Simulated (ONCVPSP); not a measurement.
**V: generating and testing an ONCV potential**

Task: generate the file, and judge it by its errors in other configurations, its logarithmic derivatives, its ghosts and its cutoff.

The numbers are computed with ONCVPSP 4.0.1 (PBEsol, scalar-relativistic, spin-unpolarised reference atom).

## Step 1: Settings

Typed settings, in words:

| Item | Value |
| --- | --- |
| element | vanadium (V, Z = 23) |
| type | optimised norm-conserving Vanderbilt (ONCV) |
| frozen core | [Ne] |
| valence charge | 13 |
| reference configuration | 3s2 3p6 3d3 (charge +2) |
| partial waves | 3s: rc 1.10 bohr, ncon 4, nbas 7, qcut 11.7 1/bohr, 2 projectors, debl 3.9 Ha; 3p: rc 1.45 bohr, ncon 5, nbas 9, qcut 11.9 1/bohr, 2 projectors, debl 1.8 Ha; 3d: rc 1.75 bohr, ncon 5, nbas 10, qcut 7.4 1/bohr, 1 projector |
| local potential | polynomial inside 0.95 bohr (lpopt 5, dvloc0 6 Ha) |
| core correction | not asked for |

An earlier all-electron run gives the scale for the radii.

All-electron outer shells of the reference configuration (PBEsol, scalar-relativistic, ld1.x):

```
shell  level (eV)  outermost node (bohr)  outermost maximum (bohr)
   3s      -86.53                   0.38                      0.82
   3p      -60.44                   0.35                      0.84
   3d      -21.27                      –                      0.88
   4s      -17.57                   1.16                      2.46
   4p      -12.74                   1.27                      2.90
```

## Step 2: Generation

The input, V.dat:

```
# ATOM AND REFERENCE CONFIGURATION
# atsym  z   nc   nv     iexc    psfile
  V 23.00    3    3  -116133      upf
#
#   n    l    f
    1    0    2.00
    2    0    2.00
    2    1    6.00
    3    0    2.00
    3    1    6.00
    3    2    3.00
#
# PSEUDOPOTENTIAL AND OPTIMIZATION
# lmax
    2
#
#   l,   rc,      ep,       ncon, nbas, qcut
    0    1.10    0.00    4    7   11.70
    1    1.45    0.00    5    9   11.90
    2    1.75    0.00    5   10    7.40
#
# LOCAL POTENTIAL
# lloc, lpopt,  rc(5),   dvloc0
    4    5    0.95    6.00
#
# VANDERBILT-KLEINMAN-BYLANDER PROJECTORs
# l, nproj, debl
    0    2    3.90
    1    2    1.80
    2    1    2.20
#
# MODEL CORE CHARGE
# icmod, fcfact, rcfact
    0    0.00    0.00
#
# LOG DERIVATIVE ANALYSIS
# epsh1, epsh2, depsh
   -5.00    5.00    0.04
#
# OUTPUT GRID
# rlmax, drl
    6.00    0.01
#
# TEST CONFIGURATIONS
# ncnf
    4
# nvcnf
#   n    l    f
    4
    3    0    2.00
    3    1    6.00
    3    2    3.00
    4    0    2.00
#
    4
    3    0    2.00
    3    1    6.00
    3    2    3.00
    4    0    1.00
#
    3
    3    0    2.00
    3    1    6.00
    3    2    2.00
#
    4
    3    0    2.00
    3    1    6.00
    3    2    3.50
    4    0    1.50
#
```

Run with:

```sh
$ oncvpsp.x < V.dat > V.out
```

Before running it: what results should come out? Wanted: cutoffs for 1 and 0.1 mHa per electron, occupied waves; bound ghosts; GHOST(+) flags; largest test error; largest phase difference near zero energy, channels read; projector energies reset by the program.

The runs gave:

| quantity | value |
| --- | --- |
| cutoffs for 1 and 0.1 mHa per electron, occupied waves | 45 Ha and 107 Ha |
| bound ghosts | none found |
| GHOST(+) flags | none at low energy |
| largest test error (AE − PS) | +76 meV, for 3s2 3p6 3d2 |
| largest phase difference near zero energy, channels read | 0.036 rad |
| projector energies reset by the program | p: -2.221, 0.250 Ha |

What this shows: The worst unpolarised test, 3s2 3p6 3d2, is off by 76 meV on 28.9 eV; by total energies transferability rates as fair. It counts as hard, with 45 Ha needed at the looser tolerance. At the looser tolerance the 3s wave is the slowest; 3d needs 27 Ha. The program's ghost test flags no bound state. Of the channels read, d scatters worst near zero energy, by up to 0.04 rad. All of this concerns the isolated atom, not yet a solid.
